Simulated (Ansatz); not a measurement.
# Sr7N: the cost of one run

Program: Ansatz 0.2.0. Level of theory: DFT PBE, scalar-relativistic, plane waves, PAW. These are calculated values, not measurements.

## Step 1: The system as given

The structure is cubic, space group Im-3m (No. 229). The conventional cell has a = 7.700 Å, b = 7.700 Å, c = 7.700 Å, α = 90.00°, β = 90.00°, γ = 90.00°. Sr (site symmetry 4/mmm) is surrounded by 8 Sr at 3.33 Å. Sr (site symmetry -3m) is surrounded by 6 Sr at 3.33 Å and 2 N at 3.33 Å. N (site symmetry m-3m) is surrounded by 8 Sr at 3.33 Å.

As a file:

```
Sr N
1.0
    -3.84977    3.84977    3.84977
     3.84977   -3.84977    3.84977
     3.84977    3.84977   -3.84977
Sr N
7 1
Cartesian
  3.8498 0.0000 0.0000
  0.0000 0.0000 3.8498
  0.0000 3.8498 0.0000
  1.9249 1.9249 -1.9249
  1.9249 -1.9249 1.9249
  -1.9249 1.9249 1.9249
  1.9249 1.9249 1.9249
  0.0000 0.0000 0.0000
```

The cell is invented: species swapped into a database cell of Fe7Co (Im-3m, No. 229), with Sr on the Fe sites and N on the Co sites. The dimensions are guesses.

## Step 2: The guess as it stands, on a coarse mesh

input.yaml

```yaml
crystal:
  lattice:
    - [-3.84976805, 3.84976805, 3.84976805]
    - [3.84976805, -3.84976805, 3.84976805]
    - [3.84976805, 3.84976805, -3.84976805]
  atoms:
    - { symbol: Sr, position: [0.0, 0.5, 0.5] }
    - { symbol: Sr, position: [0.5, 0.5, 0.0] }
    - { symbol: Sr, position: [0.5, 0.0, 0.5] }
    - { symbol: Sr, position: [0.0, 0.0, 0.5] }
    - { symbol: Sr, position: [0.0, 0.5, 0.0] }
    - { symbol: Sr, position: [0.5, 0.0, 0.0] }
    - { symbol: Sr, position: [0.5, 0.5, 0.5] }
    - { symbol: "N", position: [0.0, 0.0, 0.0] }
basis:
  ecutwfc: 420
kpoints:
  mp_grid: { grid: [4, 4, 4] }
hamiltonian:
  xc: pbe
scf:
  occupations: { method: gaussian, width: 0.1 }
  lower_state_search: "off"
output:
  forces: true
  stress: true
  eigenvalues: true
```

Started as:

```bash
$ ansatz run input.yaml --threads 1 --pin off --max-ram 2560MiB --backend cpu --events-out ev --progress --plain --runs-dir out
```

**Question.** How long does this run take on 1 thread of AMD EPYC 9R45 (Zen 5), shared host, and how much memory does it need?

About 1.6 s, with a peak of 0.47 GiB.
